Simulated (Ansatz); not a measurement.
# Cl2FHSi: one species, many methods

Aim: compute Cl2FHSi with functionals from several rungs and with coupled cluster. The yardstick is the atomisation energy at the CCSD(T) limit.

Computed with Ansatz 0.2.0, Gaussian basis. Level: functionals in def2-TZVPP, the program's frozen cores in correlated methods.

Levels to be run: LDA (SPW92), PBE-D4, revPBE-D4, BLYP-D4, r2SCAN-D4, B97M-V, PBE0-D4, B3LYP-D4, r2SCANh-D4, r2SCAN0-D4, HSE06-D4, BHLYP-D4, CAM-B3LYP-D4, LC-ωPBE, ωB97X-V, ωB97M-V, B2PLYP, PBE-QIDH; CCSD(T)/def2-SVP; CCSD(T)/def2-TZVPP; MP2/def2-QZVPP; extrapolation to the limit; RPA on PBE.

### Step 1. Structure used throughout

An earlier PBE0-D4 in a triple-zeta def2 set relaxation fixed the geometry.

5 atoms, charge 0, spin multiplicity 1.

Atoms are counted from 1 here; the program's logs count them from 0.

Bond lengths: F1–Si2 1.581 Å, Si2–Cl3 2.024 Å, Si2–Cl4 2.024 Å, Si2–H5 1.467 Å. Angles: F1–Si2–Cl3 108.4°, F1–Si2–Cl4 108.4°, F1–Si2–H5 109.1°, Cl3–Si2–Cl4 110.2°, Cl3–Si2–H5 110.4°, Cl4–Si2–H5 110.4°.

### Step 2. LDA

This LDA is Slater exchange with PW92 correlation.

Input file in.yaml:

```yaml
crystal:
  periodic: [false, false, false]
  atoms:
    - {symbol: F, position_ang: [0.035526, -0.682699, 1.466866]}
    - {symbol: Si, position_ang: [0.115742, -0.048428, 0.020806]}
    - {symbol: Cl, position_ang: [-0.511949, 1.872293, 0.131478]}
    - {symbol: Cl, position_ang: [-1.092751, -1.108745, -1.208295]}
    - {symbol: H, position_ang: [1.503331, -0.106121, -0.452355]}
basis:
  gaussian: {orbitals: def2-TZVPP}
hamiltonian: {xc: lda}
output: {orbitals: {seedname: orbitals}}
```

After this run come: PBE-D4 (GGA); revPBE-D4 (GGA); BLYP-D4 (GGA); r2SCAN-D4 (meta-GGA); B97M-V (meta-GGA); PBE0-D4 (hybrid); B3LYP-D4 (hybrid); r2SCANh-D4 (hybrid); r2SCAN0-D4 (hybrid); HSE06-D4 (hybrid); BHLYP-D4 (hybrid); CAM-B3LYP-D4 (range-separated); LC-ωPBE-D4 (range-separated); ωB97X-V (range-separated); ωB97M-V (range-separated); B2PLYP (double hybrid); PBE-QIDH (double hybrid); CCSD(T) in def2-SVP; CCSD(T) in def2-TZVPP; MP2 in def2-QZVPP; RPA on PBE orbitals.

Q: Predict the results of all the runs planned. Wanted: atomisation energy, CCSD(T)/CBS; farthest beyond LDA; mean size of error, GGA; mean size of error, meta-GGA; mean size of error, hybrid; mean size of error, range-separated; mean size of error, double hybrid; gap, smallest and largest; T1 diagnostic.

**Answer**, as computed:

```
                               quantity                                      value
        atomisation energy, CCSD(T)/CBS                             418.6 kcal/mol
functionals within 2.1 kcal/mol (0.5 %)        PBE-D4, r2SCAN-D4, ωB97X-V, ωB97M-V
                    farthest beyond LDA                  BHLYP-D4 (-19.5 kcal/mol)
                mean size of error, GGA                               7.4 kcal/mol
           mean size of error, meta-GGA                               1.5 kcal/mol
             mean size of error, hybrid                               8.9 kcal/mol
    mean size of error, range-separated                               3.6 kcal/mol
      mean size of error, double hybrid                               7.4 kcal/mol
              gap, smallest and largest  7.35 eV (LDA (SPW92)), 14.97 eV (LC-ωPBE)
                          T1 diagnostic                                     0.0099
triples share of the correlation energy                                      3.6 %
```

In words: LDA overbinds by 54.0 kcal/mol (13 %). PBE-D4 misses by +0.1 kcal/mol. Double hybrids carry the basis error of their MP2 part in triple zeta, and no dispersion term here, so their miss is partly the set-up's. Taken by rung, meta-GGA functionals do best (1.5 kcal/mol on average) and hybrid ones worst beyond LDA (8.9 kcal/mol). The mean of the hybrids holds BHLYP, with half exact exchange. The reference freezes the cores and leaves out relativity and excitations past (T), so misses under about 2.1 kcal/mol can't be ranked. Hartree-Fock recovers 75 % of the binding; the rest is correlation. CCSD(T) in def2-SVP is off by -42.9 kcal/mol, more than most functionals: a good method in a small basis is no reference. Orbital gaps span 7.4 to 15.0 eV; exact exchange widens them.
